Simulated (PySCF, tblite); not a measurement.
# C₉H₁₄Si: geometry, infrared bands and NMR shifts

Aim: predict the infrared bands and NMR shifts of C₉H₁₄Si (`CCc1cccc(C[SiH3])c1`).

Programs: tblite 0.8.0 and PySCF 2.14.0, with density-fitted response routines of our own. Each step states its level of theory. These are calculated values for one molecule in the gas phase, unless marked as measured. Atoms count from 0, in the outputs and in this text.

### Step 1. The starting structure

24 atoms, charge 0, multiplicity 1; geometry from: force field or distance geometry start.

Bonds of the start (Å): C0–C1 1.52, C1–C2 1.53, C2–C3 1.38, C3–C4 1.40, C4–C5 1.40, C5–C6 1.40, C6–C7 1.51, C7–Si8 1.86, C6–C9 1.40, C9–C2 1.39, C0–H10 1.09, C0–H11 1.10, C0–H12 1.09, C1–H13 1.09, C1–H14 1.09, C3–H15 1.10, C4–H16 1.08, C5–H17 1.09, C7–H18 1.10, C7–H19 1.10, Si8–H20 1.50, Si8–H21 1.48, Si8–H22 1.50, C9–H23 1.09.

### Step 2. Relaxing the molecule with GFN2-xTB

What the job is given:

```
{"job": {"kind": "relax", "xc": "GFN2-xTB", "basis": "xTB"}, "charge": 0, "multiplicity": 1}
C     -2.794700     1.594600     0.446800
C     -2.651400     0.325700    -0.374400
C     -1.336400    -0.381800    -0.060100
C     -1.276400    -1.333400     0.941800
C     -0.068700    -1.975800     1.247400
C      1.078800    -1.649000     0.521000
C      1.039300    -0.680600    -0.495600
C      2.296300    -0.308400    -1.251300
Si     3.305200     1.085200    -0.545000
C     -0.186500    -0.052800    -0.770900
H     -2.791100     1.386500     1.521100
H     -3.758800     2.079700     0.211600
H     -2.002500     2.308700     0.242500
H     -3.481600    -0.355100    -0.161500
H     -2.703800     0.562200    -1.433200
H     -2.166000    -1.601200     1.533900
H     -0.021700    -2.718200     2.031000
H      2.015700    -2.157500     0.765800
H      2.010300    -0.060300    -2.281200
H      2.932300    -1.201100    -1.333400
H      2.506100     2.353300    -0.495600
H      4.488900     1.334600    -1.402200
H      3.791600     0.767400     0.833000
H     -0.236700     0.697100    -1.558200
```

The run is started by

```console
$ OMP_NUM_THREADS=1 python probes_run.py task.json out
```

This one command runs all jobs of the session in turn.

**Question.** This job is followed by: GFN2-xTB harmonic vibrations, gas phase; GIAO PBE0/pcSseg-1 NMR shielding, non-relativistic, gas phase. What will the session give for the following? strongest single infrared mode (GFN2-xTB); zero-point energy (GFN2-xTB); ¹³C shifts against TMS (PBE0/pcSseg-1); ¹H shifts against TMS (PBE0/pcSseg-1, means over atoms taken as alike); ²⁹Si shifts against TMS (PBE0/pcSseg-1).

As calculated:

| quantity | value |
| --- | --- |
| strongest single infrared mode (GFN2-xTB) | 2252 cm⁻¹, 391 km/mol |
| zero-point energy (GFN2-xTB) | 122.2 kcal/mol |
| ¹³C shifts against TMS (PBE0/pcSseg-1) | 151.8, 146.4, 134.7, 132.3, 130.1, 129.7, 35.2, 22.4, 21.6 ppm |
| ¹H shifts against TMS (PBE0/pcSseg-1, means over atoms taken as alike) | 7.52, 7.25, 7.24, 7.21, 3.92, 2.61, 2.35, 1.21 ppm |
| ²⁹Si shifts against TMS (PBE0/pcSseg-1) | -62.6 ppm |

**Reading.** The optimisation took 52 steps and gained 0.140 eV; among the close pairs (by a distance rule), C7–Si8 changed most, from 1.860 to 1.910 Å. All 66 modes are real, so the xTB geometry is a minimum. The strongest single mode, at 2252 cm⁻¹, moves mainly H21. GFN2-xTB is a fitted tight-binding method: band positions and strengths are rough. Its intensities can rank the bands wrongly. NICS(1)zz of -27 ppm above the planar ring from C2 marks a diatropic (aromatic) ring current.
